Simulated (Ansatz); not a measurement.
# B2H5NOSi: the cost of one run

Method: the settings change from run to run; program: Ansatz 0.2.0, Gaussian basis.

## Step 1: The geometry

An earlier PBE0-D4 in a triple-zeta def2 set relaxation fixed the geometry.

SMILES `O[SiH]1BNB1`, 10 atoms, charge 0, spin multiplicity 1.

Atoms are counted from 1 here; the program's logs count them from 0.

Bond lengths: O1–Si2 1.654 Å, O1–H6 0.957 Å, Si2–B3 2.012 Å, Si2–B5 2.014 Å, Si2–H7 1.493 Å, B3–N4 1.431 Å, B3–H8 1.195 Å, N4–B5 1.431 Å, N4–H9 1.012 Å, B5–H10 1.195 Å. Angles: Si2–O1–H6 117.1°, O1–Si2–B3 124.5°, O1–Si2–B5 125.2°, O1–Si2–H7 109.8°, B3–Si2–B5 68.2°, B3–Si2–H7 111.9°, B5–Si2–H7 111.7°, Si2–B3–N4 90.4°, Si2–B3–H8 145.8°, N4–B3–H8 123.4°, B3–N4–B5 104.1°, B3–N4–H9 126.6°, B5–N4–H9 126.6°, Si2–B5–N4 90.4°, Si2–B5–H10 145.9°, N4–B5–H10 123.3°.

As a file:

```mol
B2H5NOSi
  3D, bonds by distance, orders not assigned

 10 10  0  0  0  0  0  0  0  0999 V2000
   -0.5619    0.7122    2.2254 O   0  0
    0.2773    0.3857    0.8386 Si  0  0
    0.1107   -1.3173   -0.2203 B   0  0
    0.0568   -0.5674   -1.4379 N   0  0
   -0.3911    0.7291   -1.0297 B   0  0
   -0.0965    1.1861    2.9145 H   0  0
    1.7015    0.8029    0.9994 H   0  0
   -0.0426   -2.5015   -0.1704 H   0  0
    0.0439   -0.9427   -2.3780 H   0  0
   -1.0150    1.4615   -1.7388 H   0  0
  1  2  8  0
  2  3  8  0
  3  4  8  0
  4  5  8  0
  1  6  8  0
  2  7  8  0
  3  8  8  0
  4  9  8  0
  5 10  8  0
  2  5  8  0
M  END
```

## Step 2: CAM-B3LYP/aug-cc-pVTZ

Options: charge -1, multiplicity 2, restricted open-shell orbitals.

in.yaml

```yaml
crystal:
  periodic: [false, false, false]
  atoms:
    - {symbol: O, position_ang: [-0.561935, 0.712232, 2.225398]}
    - {symbol: Si, position_ang: [0.277322, 0.385714, 0.838557]}
    - {symbol: B, position_ang: [0.110706, -1.317293, -0.220323]}
    - {symbol: N, position_ang: [0.056769, -0.567366, -1.437852]}
    - {symbol: B, position_ang: [-0.391057, 0.729083, -1.029666]}
    - {symbol: H, position_ang: [-0.096527, 1.186086, 2.914487]}
    - {symbol: H, position_ang: [1.701491, 0.802926, 0.999429]}
    - {symbol: H, position_ang: [-0.042591, -2.501496, -0.170350]}
    - {symbol: H, position_ang: [0.043885, -0.942687, -2.378038]}
    - {symbol: H, position_ang: [-1.014963, 1.461503, -1.738843]}
basis:
  gaussian: {orbitals: aug-cc-pVTZ}
total_charge: -1
magnetization: {spin_polarized: false, initial_magnetization: 1}
hamiltonian: {xc: {name: CAM-B3LYP}}
```

The run is started by

```
$ ansatz run in.yaml --threads 2 --pin off --events-out ev --progress --plain --max-ram 4352MiB
```

What time and memory should one allow on 2 threads of Arm Neoverse V2, shared host?

About 5.7 min, with a peak of 2.4 GiB.
